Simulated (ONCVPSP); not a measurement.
**Pseudopotential generation for europium: ONCV, LDA (Perdew-Wang 92)**

Task: generate the file, and judge it by its errors in other configurations, its logarithmic derivatives, its ghosts and its cutoff.

Program: ONCVPSP 4.0.1. Reference atom: LDA (Perdew-Wang 92), non-relativistic, spherical and spin-unpolarised. All values are calculated.

### Step 1. The design

The settings as typed:

| Property | Result |
| --- | --- |
| element | europium (Eu, Z = 63) |
| type | optimised norm-conserving Vanderbilt (ONCV) |
| frozen core | [Kr] 4d10 |
| valence charge | 17 |
| reference configuration | 4f7 5s2 5p6 6s2 |
| partial waves | 5s+6s: rc 2.80 bohr, ncon 4, nbas 9, qcut 4.2 1/bohr, 2 projectors; 5p: rc 1.60 bohr, ncon 5, nbas 9, qcut 4.4 1/bohr, 1 projector; d scattering state at 0.14 Ha: rc 2.95 bohr, ncon 4, nbas 8, qcut 3.1 1/bohr, 2 projectors, debl 0.8 Ha; 4f: rc 0.90 bohr, ncon 3, nbas 8, qcut 21.1 1/bohr, 3 projectors, debl 0.8 Ha |
| local potential | polynomial inside 0.75 bohr (lpopt 5, dvloc0 0 Ha) |
| core correction | polynomial model core, fcfact 0.6 |

The outer shells as boxes (Hund's rule for the drawing; the calculation is spin-unpolarised):

```
[Kr] core
4d [↑↓][↑↓][↑↓][↑↓][↑↓]
4f [↑ ][↑ ][↑ ][↑ ][↑ ][↑ ][↑ ]
5s [↑↓]
5p [↑↓][↑↓][↑↓]
6s [↑↓]
```

The nodes and maxima of the atom's own shells, from an earlier all-electron run, set the scale for the radii.

All-electron outer shells of the reference configuration (LDA (PZ), non-relativistic, ld1.x):

```csv
shell,level (eV),outermost node (bohr),outermost maximum (bohr)
5s,-39.28,0.71,1.31
5p,-23.22,0.74,1.45
4f,-6.32,–,0.58
6s,-3.53,1.78,3.79
5d,-2.36,0.82,2.11
6p,-1.39,2.07,4.93
```

### Step 2. Generating the potential

File Eu.dat:

```
# ATOM AND REFERENCE CONFIGURATION
# atsym  z   nc   nv     iexc    psfile
  Eu 63.00    9    4  -001012      upf
#
#   n    l    f
    1    0    2.00
    2    0    2.00
    2    1    6.00
    3    0    2.00
    3    1    6.00
    3    2   10.00
    4    0    2.00
    4    1    6.00
    4    2   10.00
    4    3    7.00
    5    0    2.00
    5    1    6.00
    6    0    2.00
#
# PSEUDOPOTENTIAL AND OPTIMIZATION
# lmax
    3
#
#   l,   rc,      ep,       ncon, nbas, qcut
    0    2.80    0.00    4    9    4.20
    1    1.60    0.00    5    9    4.40
    2    2.95    0.14    4    8    3.10
    3    0.90    0.00    3    8   21.10
#
# LOCAL POTENTIAL
# lloc, lpopt,  rc(5),   dvloc0
    4    5    0.75    0.00
#
# VANDERBILT-KLEINMAN-BYLANDER PROJECTORs
# l, nproj, debl
    0    2    3.50
    1    1    2.00
    2    2    0.80
    3    3    0.80
#
# MODEL CORE CHARGE
# icmod, fcfact, rcfact
    1    0.60    0.00
#
# LOG DERIVATIVE ANALYSIS
# epsh1, epsh2, depsh
   -3.00    5.00    0.02
#
# OUTPUT GRID
# rlmax, drl
    6.00    0.01
#
# TEST CONFIGURATIONS
# ncnf
    4
# nvcnf
#   n    l    f
    4
    4    3    7.00
    5    0    2.00
    5    1    6.00
    6    0    1.00
#
    4
    4    3    7.00
    5    0    2.00
    5    1    6.00
    6    0    0.00
#
    4
    4    3    6.00
    5    0    2.00
    5    1    6.00
    6    0    0.00
#
    5
    4    3    7.00
    5    0    2.00
    5    1    6.00
    6    0    1.00
    6    1    1.00
#
```

Command:

```
$ oncvpspnr.x < Eu.dat > Eu.out
```

**Question.** What will these runs give? Wanted: cutoffs for 1 and 0.1 mHa per electron, occupied waves; bound ghosts; GHOST(+) flags; largest phase difference near zero energy, channels read; rms error of d²Exc/dn², without and with the model core; projector energies reset by the program.

The runs gave:

| quantity | value |
| --- | --- |
| cutoffs for 1 and 0.1 mHa per electron, occupied waves | 165 Ha and 184 Ha |
| bound ghosts | s at -447.45 eV, p at -260.31 eV, d at -24.61 eV |
| GHOST(+) flags | s at 48 eV |
| largest phase difference near zero energy, channels read | 0.005 rad |
| rms error of d²Exc/dn², without and with the model core | 8.84 and 2.26 mHa |
| projector energies reset by the program | d: -0.087, 0.713 Ha |

A bound ghost (s, p, d) makes it unfit for use: electrons can fall into a state that the atom doesn't have. Close by lies the frozen 4p level (-245.6 eV). It counts as very hard, with 165 Ha needed at the looser tolerance. At the looser tolerance the 4f wave is the slowest; 5p needs 76 Ha. Near zero energy the phases of the channels with partial waves agree within 0.005 rad. The pseudo curves have a pole with no partner nearby in the atom's: d at -0.91 Ha. The program also flags highly localised states, GHOST(+) (s). A non-relativistic atom is unphysical at this Z; the numbers test the scheme, not the element. These are tests on the free atom; a crystal test is still owed.
